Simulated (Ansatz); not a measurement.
# C3H6OSi: one species, many methods

An exercise on one series of results from a longer session: the logs are not shown, and one member is left open.

Program: Ansatz 0.2.0, Gaussian basis. Level of theory: functionals in def2-TZVPP, the program's frozen cores in correlated methods. These are calculated values, not measurements.

Plan: PBE-D4, r2SCAN-D4, PBE0-D4, B3LYP-D4, ωB97X-V, ωB97M-V, B2PLYP; CCSD(T)/def2-TZVPP; MP2/def2-QZVPP; extrapolation to the limit.

## The geometry

The geometry comes from an earlier relaxation with PBE0-D4 in a triple-zeta def2 set; it is a stationary point, not always the lowest conformer.

SMILES `[SiH3]OC1=CC1`, 11 atoms, charge 0, spin multiplicity 1.

Atoms are counted from 1 here; the program's logs count them from 0.

Bond lengths: Si1–O2 1.672 Å, Si1–H6 1.483 Å, Si1–H7 1.483 Å, Si1–H8 1.478 Å, O2–C3 1.324 Å, C3–C4 1.285 Å, C3–C5 1.481 Å, C4–C5 1.529 Å, C4–H9 1.074 Å, C5–H10 1.093 Å, C5–H11 1.093 Å. Angles: O2–Si1–H6 110.2°, O2–Si1–H7 110.2°, O2–Si1–H8 104.4°, H6–Si1–H7 109.8°, H6–Si1–H8 111.0°, H7–Si1–H8 111.0°, Si1–O2–C3 121.2°, O2–C3–C4 149.2°, O2–C3–C5 144.1°, C4–C3–C5 66.7°, C3–C4–C5 62.8°, C3–C4–H9 153.2°, C5–C4–H9 144.0°, C3–C5–C4 50.5°, C3–C5–H10 120.2°, C3–C5–H11 120.2°, C4–C5–H10 119.4°, C4–C5–H11 119.4° and more.

Set-up of the first run:

File in.yaml:

```yaml
crystal:
  periodic: [false, false, false]
  atoms:
    - {symbol: Si, position_ang: [-1.575366, -1.133217, -0.246542]}
    - {symbol: O, position_ang: [-0.634915, -0.447087, 0.953450]}
    - {symbol: C, position_ang: [0.419132, 0.298039, 0.657663]}
    - {symbol: C, position_ang: [1.412882, 1.009939, 1.052795]}
    - {symbol: C, position_ang: [1.221568, 0.852870, -0.456057]}
    - {symbol: H, position_ang: [-2.164025, -0.076277, -1.104132]}
    - {symbol: H, position_ang: [-0.759248, -2.054180, -1.074147]}
    - {symbol: H, position_ang: [-2.627355, -1.869245, 0.485907]}
    - {symbol: H, position_ang: [2.029855, 1.459185, 1.808977]}
    - {symbol: H, position_ang: [0.842399, 1.695709, -1.039107]}
    - {symbol: H, position_ang: [1.900572, 0.207164, -1.018306]}
basis:
  gaussian: {orbitals: def2-TZVPP}
hamiltonian: {xc: pbe, dispersion: d4}
output: {forces: true, orbitals: {seedname: orbitals}}
```

On the command line:

```console
$ ansatz run in.yaml --threads 4 --pin off --events-out ev --progress --plain --max-ram 10444MiB
```

Steps of the session up to this table: PBE-D4 (GGA); r2SCAN-D4 (meta-GGA); PBE0-D4 (hybrid); B3LYP-D4 (hybrid); ωB97X-V (range-separated); ωB97M-V (range-separated); B2PLYP (double hybrid); CCSD(T) in def2-TZVPP; MP2 in def2-QZVPP.

One of the session's tables, all rows but one given; the rest of the session is left out.

```
            method  atomisation energy (kJ/mol)
            PBE-D4                       4347.4
         r2SCAN-D4                       4259.9
           PBE0-D4                       4263.2
          B3LYP-D4                            ?
           ωB97X-V                       4258.9
           ωB97M-V                       4256.4
            B2PLYP                       4201.4
     HF/def2-TZVPP                       3059.0
    MP2/def2-TZVPP                       4215.3
   CCSD/def2-TZVPP                       4057.4
CCSD(T)/def2-TZVPP                       4127.4
           MP2/CBS                       4326.0
       CCSD(T)/CBS                       4238.1
```

Estimate the missing values for B3LYP-D4.

**Answer.** atomisation energy (kJ/mol): 4242.0. In the column «atomisation energy (kJ/mol)» it lies between CCSD(T)/CBS (4238.1) and ωB97M-V (4256.4).

Limits of these values: Free atoms (1 Si, 1 O, 3 C, 6 H) were run apart at each level; the atomisation energy is their sum less the molecule, without zero-point or spin-orbit terms.
